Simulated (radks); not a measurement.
# Polarisabilities and dispersion coefficients of Ni, Cu⁺, Zn²⁺ and others

One table from this session's results is given with a row withheld; the runs are named, their logs left out.

Program: radks (a radial shooting solver on a logarithmic mesh, Libxc functionals) version 1. Level of theory: scalar-relativistic Kohn-Sham, LB94 model potential, spin-polarised, spherical densities, finite nucleus; open shells are filled with parallel spins first. These are calculated values, not measurements, unless marked.

## The atom as given

| Quantity | Value |
| --- | --- |
| species | Ni ([Ar] 3d8 4s2), Cu⁺ ([Ar] 3d10), Zn²⁺ ([Ar] 3d10), Ga³⁺ ([Ar] 3d10), Ge⁴⁺ ([Ar] 3d10), As⁵⁺ ([Ar] 3d10), Se⁶⁺ ([Ar] 3d10), Br⁷⁺ ([Ar] 3d10), Kr⁸⁺ ([Ar] 3d10) |

LB94 adds a gradient term to the LDA potential that gives it a −1/r tail. It is a model potential with no energy functional, so Etot and Exc are not given.

Set-up of the first run:

The run's settings:

```text
Z 28
configuration [Ar] 3d8 4s2
relativity scalar-relativistic
functional lda,pw
model_potential LB94
spin polarised
nucleus finite rms 3.7757 fm
c 137.035999084
response adiabatic LDA kernel
```

Among the steps run: Ni, [Ar] 3d8 4s2; Cu⁺, [Ar] 3d10; Zn²⁺, [Ar] 3d10; Ga³⁺, [Ar] 3d10; Ge⁴⁺, [Ar] 3d10; As⁵⁺, [Ar] 3d10; Se⁶⁺, [Ar] 3d10; Br⁷⁺, [Ar] 3d10; Kr⁸⁺, [Ar] 3d10.

One of the session's tables, all rows but one given; the rest of the session is left out.

```
species  −ε(HOMO) (eV)  α (bohr³)  α uncoupled (bohr³)  C6 (hartree bohr⁶)  C8 (hartree bohr⁸)
     Ni          9.560      34.96                62.34               245.9                   -
    Cu⁺              ?          ?                    ?                   ?                   ?
   Zn²⁺         40.714      2.564                3.277               6.856               76.68
   Ga³⁺         63.762      1.375                1.701               3.082               25.01
   Ge⁴⁺         90.496     0.8372                1.013               1.608               10.19
   As⁵⁺         120.73     0.5537               0.6604              0.9261               4.792
   Se⁶⁺         154.35     0.3882               0.4578              0.5724               2.490
   Br⁷⁺         191.27     0.2840               0.3321              0.3729               1.393
   Kr⁸⁺         231.43     0.2147               0.2493              0.2531              0.8246
```

Estimate the missing values for Cu⁺.

**Answer.** −ε(HOMO) (eV): 21.667; α (bohr³): 5.923; α uncoupled (bohr³): 8.018; C6 (hartree bohr⁶): 19.56; C8 (hartree bohr⁸): 345.9. In the column «−ε(HOMO) (eV)» it lies between Ni (9.560) and Zn²⁺ (40.714).

Uncoupled leaves out the potential induced by the response; Ni is the most polarisable and Kr⁸⁺ the least, a factor 163 apart. C8 is given only where no p, d or f shell is open. For heavy and open-shell atoms this level can miss by tens of per cent.
